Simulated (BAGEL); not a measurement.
# CH3FSSi (SMILES FC1[SiH2]S1): HF/3-21G (density fitting with qzvpp-jkfit)

Aim: the vertical electron affinity of CH3FSSi at HF/3-21G (density fitting with qzvpp-jkfit), from 2 runs. 

The calculation is run with BAGEL 1.2.2.

### Step 1. The system as given

CH3FSSi: 7 atoms, total charge 0, spin state singlet. SMILES: `FC1[SiH2]S1`. The coordinates come from a PBE0-D4/def2-TZVP relaxation.

Bond lengths: F1–C2 1.366 Å, C2–Si3 1.856 Å, C2–S4 1.839 Å, Si3–S4 2.095 Å, C2–H5 1.087 Å, Si3–H6 1.477 Å, Si3–H7 1.480 Å. Some angles: F1–C2–Si3 119.7°, F1–C2–S4 114.8°, Si3–C2–S4 69.1°, C2–Si3–S4 55.1°, C2–S4–Si3 55.8°, F1–C2–H5 109.9°, Si3–C2–H5 123.7°, S4–C2–H5 112.9°, C2–Si3–H6 117.5°, C2–Si3–H7 120.9°.

### Step 2. A single-point energy at HF/3-21G (density fitting with qzvpp-jkfit)

The input, calc.json:

```json
{ "bagel" : [

{
  "title" : "molecule",
  "basis" : "3-21g",
  "df_basis" : "qzvpp-jkfit",
  "angstrom" : "true",
  "geometry" : [
    { "atom" : "F", "xyz" : [   -1.909000,    0.103100,    0.435700 ] },
    { "atom" : "C", "xyz" : [   -0.813100,    0.144100,   -0.378100 ] },
    { "atom" : "Si", "xyz" : [    0.883100,   -0.025600,    0.355100 ] },
    { "atom" : "S", "xyz" : [   -0.085400,   -1.497300,   -0.777900 ] },
    { "atom" : "H", "xyz" : [   -1.031700,    0.735800,   -1.262900 ] },
    { "atom" : "H", "xyz" : [    0.977500,   -0.211900,    1.817300 ] },
    { "atom" : "H", "xyz" : [    2.039800,    0.683800,   -0.235000 ] }
  ]
},
{
  "title" : "hf"
},
{
  "title" : "print",
  "file" : "orbitals.molden",
  "orbitals" : "true"
}

]}
```

Command:

```sh
BAGEL_NUM_THREADS=1 BAGEL calc.json > calc.out
```

The program printed:

```text
* using 1 threads per process

  ===============================================================
  ===============================================================

  *** Geometry ***

  { "atom" : "F", "xyz" : [     -3.607487,      0.194831,      0.823354 ] },
  { "atom" : "C", "xyz" : [     -1.536536,      0.272310,     -0.714505 ] },
  { "atom" : "Si", "xyz" : [      1.668817,     -0.048377,      0.671042 ] },
  { "atom" : "S", "xyz" : [     -0.161383,     -2.829487,     -1.470018 ] },
  { "atom" : "H", "xyz" : [     -1.949630,      1.390460,     -2.386535 ] },
  { "atom" : "H", "xyz" : [      1.847207,     -0.400433,      3.434199 ] },
  { "atom" : "H", "xyz" : [      3.854663,      1.292195,     -0.444086 ] },

  Number of auxiliary basis functions:      462

  Since a DF basis is specified, we compute 2- and 3-index integrals:
    o Being stored without compression. Storage requirement is 0.009 GB

  Number of basis functions:       50
  Number of electrons      :       48

    * METHOD: MOLECULE                             0.15

  *** RHF ***

  === Nuclear Repulsion ===
   213.4406715523

      * DIIS with orbital gradients will be used.

  === RHF iteration (3-21g) ===
      0       -821.10144716          0.01896347           0.03
      1       -821.17597085          0.01111403           0.03
      2       -821.19866416          0.00144540           0.03
      3       -821.19969573          0.00037445           0.03
      4       -821.19977121          0.00012466           0.03
      5       -821.19978358          0.00002958           0.03
      6       -821.19978430          0.00000806           0.03
      7       -821.19978435          0.00000289           0.03
      8       -821.19978436          0.00000096           0.03
      9       -821.19978436          0.00000039           0.03
     10       -821.19978436          0.00000012           0.03
     11       -821.19978436          0.00000003           0.03
     12       -821.19978436          0.00000001           0.03
     13       -821.19978436          0.00000000           0.03
    * SCF iteration converged.

    * Permanent dipole moment:
           (   -1.033415,    -0.918422,    -0.125943) a.u.

    * METHOD: HF                                   0.56

    * METHOD: PRINT                                0.01

  ===============================================================
```

Run time: 0.85 s. Hardware: 1 thread of Arm Neoverse V1, shared host.

### Step 3. The doublet anion at the same level

The input, input.json:

```json
{ "bagel": [

{
  "title": "molecule",
  "basis": "3-21g",
  "df_basis": "qzvpp-jkfit",
  "angstrom": true,
  "geometry": [
    { "atom": "F", "xyz": [      -1.909000,       0.103100,       0.435700 ] },
    { "atom": "C", "xyz": [      -0.813100,       0.144100,      -0.378100 ] },
    { "atom": "Si", "xyz": [       0.883100,      -0.025600,       0.355100 ] },
    { "atom": "S", "xyz": [      -0.085400,      -1.497300,      -0.777900 ] },
    { "atom": "H", "xyz": [      -1.031700,       0.735800,      -1.262900 ] },
    { "atom": "H", "xyz": [       0.977500,      -0.211900,       1.817300 ] },
    { "atom": "H", "xyz": [       2.039800,       0.683800,      -0.235000 ] }
  ]
},

{
  "title": "uhf",
  "charge": -1,
  "nopen": 1
},

{
  "title": "print",
  "file": "orbitals.molden",
  "orbitals": true
}

]}
```

Command:

```sh
BAGEL_NUM_THREADS=1 BAGEL input.json > input.out
```

The program printed:

```text
* using 1 threads per process

  ===============================================================
  ===============================================================

  *** Geometry ***

  { "atom" : "F", "xyz" : [     -3.607487,      0.194831,      0.823354 ] },
  { "atom" : "C", "xyz" : [     -1.536536,      0.272310,     -0.714505 ] },
  { "atom" : "Si", "xyz" : [      1.668817,     -0.048377,      0.671042 ] },
  { "atom" : "S", "xyz" : [     -0.161383,     -2.829487,     -1.470018 ] },
  { "atom" : "H", "xyz" : [     -1.949630,      1.390460,     -2.386535 ] },
  { "atom" : "H", "xyz" : [      1.847207,     -0.400433,      3.434199 ] },
  { "atom" : "H", "xyz" : [      3.854663,      1.292195,     -0.444086 ] },

  Number of auxiliary basis functions:      462

  Since a DF basis is specified, we compute 2- and 3-index integrals:
    o Being stored without compression. Storage requirement is 0.009 GB

  Number of basis functions:       50
  Number of electrons      :       48

    * METHOD: MOLECULE                             0.15

  *** Open-shell HF ***

  === Nuclear Repulsion ===
   213.4406715523

      * DIIS with orbital gradients will be used.

  === UHF iteration (3-21g) ===
      0       -821.03726826          0.03489916           0.07
      1       -821.10706298          0.01938723           0.07
      2       -821.12223430          0.01100967           0.07
      3       -821.12821359          0.00107524           0.07
      4       -821.12911922          0.00041915           0.07
      5       -821.12941356          0.00024731           0.07
      6       -821.12969759          0.00014052           0.07
      7       -821.12979291          0.00006667           0.07
      8       -821.12982104          0.00004072           0.07
      9       -821.12982655          0.00001581           0.07
     10       -821.12982776          0.00000760           0.06
     11       -821.12982807          0.00000454           0.06
     12       -821.12982815          0.00000167           0.06
     13       -821.12982816          0.00000094           0.07
     14       -821.12982816          0.00000036           0.06
     15       -821.12982816          0.00000025           0.06
     16       -821.12982816          0.00000010           0.06
     17       -821.12982816          0.00000006           0.07
     18       -821.12982816          0.00000003           0.07
     19       -821.12982816          0.00000001           0.06
     20       -821.12982816          0.00000001           0.06
    * SCF iteration converged.

    * S^2 (UHF) is 0.7608

    * Permanent dipole moment:
           (    0.443265,    -0.595164,     0.285792) a.u.

    * METHOD: UHF                                  1.50

    * METHOD: PRINT                                0.01

  ===============================================================
```

It took 1.8 s on 1 thread of Arm Neoverse V1, shared host.

### Step 4. Summary of results

At HF/3-21G (density fitting with qzvpp-jkfit):

```
                                         quantity          value
                    singlet CH3FSSi: total energy  -821.19978 Eh
                   singlet CH3FSSi: dipole moment         3.53 D
                     singlet CH3FSSi: HOMO energy      -10.38 eV
                     singlet CH3FSSi: LUMO energy        2.37 eV
                   singlet CH3FSSi: HOMO–LUMO gap       12.75 eV
                      doublet anion: total energy  -821.12983 Eh
                              doublet anion: ⟨S²⟩          0.761
vertical electron affinity (to the doublet anion)      -1.904 eV
```

In words: The anion lies 1.90 eV (184 kJ/mol) above the neutral: the electron isn't bound at this level, and such a value depends on the basis. Without diffuse functions anions come out too high. Hartree–Fock misses the correlation that binds many anions.
